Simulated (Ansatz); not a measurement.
# Mg: the cost of one run

Method: DFT PBEsol, scalar-relativistic, plane waves, PAW, in Ansatz 0.2.0.

## 1. The starting structure

It takes space group Cmce (No. 64, orthorhombic). Conventional cell: a = 5.953 Å, b = 3.935 Å, c = 8.025 Å, α = 90.00°, β = 90.00°, γ = 90.00°. Mg (site symmetry m) is surrounded by 1 Mg at 2.22 Å.

As a file:

```
Mg
1.0
     2.97671   -1.96738    0.00000
     2.97671    1.96738    0.00000
     0.00000    0.00000    8.02543
Mg
4
Direct
  0.85000 0.15000 0.11700
  0.65000 0.35000 0.61700
  0.15000 0.85000 0.88300
  0.35000 0.65000 0.38300
```

This is candidate A: iodine type (Cmce, No. 64).

(A quick probe on a coarse mesh, which set the mesh and smearing, is not shown.)

## 3. A loose first relaxation (candidate A)

The input, input.yaml:

```yaml
crystal:
  lattice:
    - [2.9767141551, -1.967380341, 0.0]
    - [2.9767141551, 1.967380341, 0.0]
    - [0.0, 0.0, 8.0254347173]
  atoms:
    - { symbol: Mg, position: [0.85, 0.15, 0.117] }
    - { symbol: Mg, position: [0.65, 0.35, 0.617] }
    - { symbol: Mg, position: [0.15, 0.85, 0.883] }
    - { symbol: Mg, position: [0.35, 0.65, 0.383] }
basis:
  ecutwfc: 420
kpoints:
  mp_grid: { grid: [6, 6, 2] }
hamiltonian:
  xc: pbesol
scf:
  occupations: { method: gaussian, width: 0.1 }
  lower_state_search: "off"
output:
  forces: true
  stress: true
  eigenvalues: true
relax:
  adjacent_minimum: "off"
  f_tol: 0.04
  max_steps: 70
  cell: { stress_tol: 0.4 }
```

What time and memory should one allow on 1 thread of an Arm CPU, shared host?

About 24 s, with a peak of 0.33 GiB.
